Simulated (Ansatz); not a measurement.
What does this script print? It uses Ansatz 0.2.0, Python API.

`b2brh3.py`
```python
"""Energy to split B2BrH3 into its atoms."""

from collections import Counter

import ansatz as az
from ase import Atoms

params = {
    "basis_set": "def2-SVP",
    "xc": "HF",
}


def single_point(molecule, charge=0, unpaired=0):
    calc = molecule.calculation().basis(gaussian=params["basis_set"]).functional(params["xc"])
    if charge:
        calc = calc.charge(charge)
    if unpaired:
        calc = calc.spin("collinear", total=unpaired)
    return calc.run(threads=1).report["free_energy_ev"]

atoms = Atoms(["B", "B", "Br", "H", "H", "H"], positions=[
    (-0.2259, -0.0451, -0.8555),
    (0.3019, -0.2047, 0.67),
    (-0.07, 1.1946, 2.048),
    (-0.8174, 0.9785, -1.1489),
    (-0.0688, -0.8325, -1.705),
    (0.9223, -1.1548, 0.9452),
])
mol = az.Crystal.molecule_from_ase(atoms)

# unpaired electrons of the ground-state atoms
unpaired = {"B": 1, "Br": 1, "H": 1}
counts = Counter(site.symbol for site in mol.cartesian_sites)
atom_energy = {s: single_point(az.Crystal.molecule().atom(s, (0, 0, 0)), 0, unpaired[s]) for s in counts}
whole = single_point(mol, 0, 0)
for s, e in atom_energy.items():
    print(f"{s:2s} x{counts[s]}  {e:14.5f} eV")
print(f"B2BrH3: {whole:.5f} eV")
split = sum(counts[s] * e for s, e in atom_energy.items()) - whole
print(f"atomisation energy (no zero-point term): {split:.3f} eV, {split / sum(counts.values()):.3f} eV an atom")
```

Output of `python b2brh3.py`:
```text
B  x2      -666.69406 eV
Br x1    -69989.92225 eV
H  x3       -13.58606 eV
B2BrH3: -71379.40807 eV
atomisation energy (no zero-point term): 15.340 eV, 2.557 eV an atom
```

15.340 eV from the electronic energies, without the zero-point term.

Notes:
- These settings explore the input space; basis and method may be short of convergence.
- The geometry is a force-field or estimated start, not a minimum of this method, and the basis set is short of its limit. All parts are taken at fixed geometry, without zero-point energy.
- Hartree-Fock leaves correlation out, so bond, atomisation and ionisation energies come out well too low.
- The spin-orbit lowering of heavy atoms is left out.
- Wall time of the script: 1.4 s on 1 thread of Arm Neoverse V1 (shared host), peak memory 0.19 GiB.

(Lines on the test bed's own set-up are left out of the output.)
